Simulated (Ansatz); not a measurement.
# C5H6Se: up Jacob's ladder to CCSD(T)

One table from this session's results is given with a row withheld; the runs are named, their logs left out.

The runs use Ansatz 0.2.0, Gaussian basis; functionals in def2-TZVPP, the program's frozen cores in correlated methods.

Levels to be run: LDA (SPW92), PBE-D4, revPBE-D4, BLYP-D4, r2SCAN-D4, B97M-V, PBE0-D4, B3LYP-D4, r2SCANh-D4, r2SCAN0-D4, HSE06-D4, BHLYP-D4, CAM-B3LYP-D4, LC-ωPBE, ωB97X-V, ωB97M-V, B2PLYP, PBE-QIDH; CCSD(T)/def2-SVP; CCSD(T)/def2-TZVPP; MP2/def2-QZVPP; extrapolation to the limit; RPA on PBE.

### Structure used throughout

The geometry comes from an earlier relaxation with PBE0-D4 in a triple-zeta def2 set; it is a stationary point, not always the lowest conformer.

SMILES `Cc1ccc[se]1`, 12 atoms, charge 0, spin multiplicity 1.

Atoms are counted from 1 here; the program's logs count them from 0.

Bond lengths: C1–C2 1.488 Å, C1–H7 1.092 Å, C1–H8 1.093 Å, C1–H9 1.093 Å, C2–C3 1.359 Å, C2–Se6 1.867 Å, C3–C4 1.424 Å, C3–H10 1.084 Å, C4–C5 1.355 Å, C4–H11 1.083 Å, C5–Se6 1.854 Å, C5–H12 1.079 Å. Angles: C2–C1–H7 109.8°, C2–C1–H8 111.9°, C2–C1–H9 111.9°, H7–C1–H8 107.9°, H7–C1–H9 107.9°, H8–C1–H9 107.4°, C1–C2–C3 127.9°, C1–C2–Se6 122.1°, C3–C2–Se6 110.0°, C2–C3–C4 115.9°, C2–C3–H10 121.5°, C4–C3–H10 122.6°, C3–C4–C5 114.9°, C3–C4–H11 122.7°, C5–C4–H11 122.5°, C4–C5–Se6 111.2°, C4–C5–H12 127.9°, Se6–C5–H12 121.0° and more.

Geometry (Å):

```mol
C5H6Se
  3D, bonds by distance, orders not assigned

 12 12  0  0  0  0  0  0  0  0999 V2000
   -0.4207   -0.7234    1.8497 C   0  0
   -0.2072   -0.0861    0.5225 C   0  0
    0.6188   -0.4953   -0.4755 C   0  0
    0.6241    0.3120   -1.6483 C   0  0
   -0.2023    1.3848   -1.6049 C   0  0
   -1.1059    1.4685    0.0114 Se  0  0
    0.2040   -1.6146    1.9359 H   0  0
   -1.4609   -1.0278    1.9931 H   0  0
   -0.1604   -0.0507    2.6714 H   0  0
    1.2322   -1.3839   -0.3750 H   0  0
    1.2406    0.0875   -2.5104 H   0  0
   -0.3623    2.1291   -2.3698 H   0  0
  1  2  8  0
  2  3  8  0
  3  4  8  0
  4  5  8  0
  5  6  8  0
  1  7  8  0
  1  8  8  0
  1  9  8  0
  3 10  8  0
  4 11  8  0
  5 12  8  0
  2  6  8  0
M  END
```

The first run:

in.yaml

```yaml
crystal:
  periodic: [false, false, false]
  atoms:
    - {symbol: C, position_ang: [-0.420679, -0.723351, 1.849715]}
    - {symbol: C, position_ang: [-0.207178, -0.086133, 0.522519]}
    - {symbol: C, position_ang: [0.618752, -0.495336, -0.475525]}
    - {symbol: C, position_ang: [0.624083, 0.311959, -1.648337]}
    - {symbol: C, position_ang: [-0.202288, 1.384766, -1.604915]}
    - {symbol: Se, position_ang: [-1.105942, 1.468456, 0.011379]}
    - {symbol: H, position_ang: [0.204003, -1.614586, 1.935857]}
    - {symbol: H, position_ang: [-1.460922, -1.027845, 1.993077]}
    - {symbol: H, position_ang: [-0.160405, -0.050717, 2.671404]}
    - {symbol: H, position_ang: [1.232225, -1.383877, -0.375029]}
    - {symbol: H, position_ang: [1.240620, 0.087529, -2.510389]}
    - {symbol: H, position_ang: [-0.362250, 2.129145, -2.369776]}
basis:
  gaussian: {orbitals: def2-TZVPP}
hamiltonian: {xc: lda}
output: {orbitals: {seedname: orbitals}}
```

On the command line:

```sh
$ ansatz run in.yaml --threads 2 --pin off --events-out ev --progress --plain --max-ram 32768MiB --backend cuda --devices 0, --max-vram 18GiB
```

Steps of the session up to this table: LDA; PBE-D4 (GGA); revPBE-D4 (GGA); BLYP-D4 (GGA); r2SCAN-D4 (meta-GGA); B97M-V (meta-GGA); B3LYP-D4 (hybrid); r2SCANh-D4 (hybrid); r2SCAN0-D4 (hybrid); HSE06-D4 (hybrid); BHLYP-D4 (hybrid); CAM-B3LYP-D4 (range-separated); LC-ωPBE (range-separated); ωB97X-V (range-separated); ωB97M-V (range-separated); B2PLYP (double hybrid); PBE-QIDH (double hybrid).

One table of the session follows, with a row left open; its other results are not shown here.

It belongs to the step «Orbital energies across the functionals». 

| functional | HOMO (eV) | gap (eV) |
| --- | --- | --- |
| LDA (SPW92) | -5.70 | 4.20 |
| PBE-D4 | -5.51 | 4.22 |
| revPBE-D4 | ? | ? |
| BLYP-D4 | -5.33 | 4.18 |
| r2SCAN-D4 | -5.68 | 4.53 |
| B97M-V | -5.66 | 4.56 |
| PBE0-D4 | -6.54 | 6.08 |
| B3LYP-D4 | -6.32 | 5.67 |
| r2SCANh-D4 | -6.07 | 5.23 |
| r2SCAN0-D4 | -6.66 | 6.28 |
| HSE06-D4 | -6.14 | 5.31 |
| BHLYP-D4 | -7.38 | 7.90 |
| CAM-B3LYP-D4 | -7.77 | 8.38 |
| LC-ωPBE | -9.11 | 10.72 |
| ωB97X-V | -8.75 | 10.34 |
| ωB97M-V | -8.66 | 10.18 |

**Question.** Estimate the row for revPBE-D4.

The run gave: HOMO (eV): -5.45; gap (eV): 4.23. In the column «HOMO (eV)» it lies between PBE-D4 (-5.51) and BLYP-D4 (-5.33).
